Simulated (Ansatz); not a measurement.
# CoF: the cost of one run

Method: def2-TZVPP, core rule «outside noble gas», up to 10 orbitals frozen; program: Ansatz 0.2.0, Gaussian basis.

The runs, in order: UHF; ROHF; CCSD(T) on UHF.

## Step 1: The system

The geometry is a PBE0/def2-TZVP stationary point (not a proven minimum) of the parent state, kept for this charge and spin.

2 atoms, charge 1, spin multiplicity 4.

Atoms are counted from 1 here; the program's logs count them from 0.

Bond lengths: Co1–F2 1.776 Å.

Coordinates:

```xyz
2

Co    0.00000    0.00000    0.00000
F     0.00000    0.00000    1.77560
```

## Step 2: UHF

in.yaml

```yaml
crystal:
  periodic: [false, false, false]
  atoms:
    - {symbol: Co, position_ang: [0.000000, 0.000000, 0.000000]}
    - {symbol: F, position_ang: [0.000000, 0.000000, 1.775600]}
basis:
  gaussian: {orbitals: def2-TZVPP}
total_charge: 1
magnetization: {spin_polarized: true, initial_magnetization: 3}
hamiltonian: {xc: hf}
output: {orbitals: {seedname: orbitals}}
```

The run is started by

```sh
> ansatz run in.yaml --threads 1 --pin off --events-out ev --progress --plain --max-ram 2816MiB --backend cpu
```

Q: Estimate wall time and peak memory on 1 thread of AMD EPYC 7R13, shared host.

About 12 s, with a peak of 0.29 GiB.
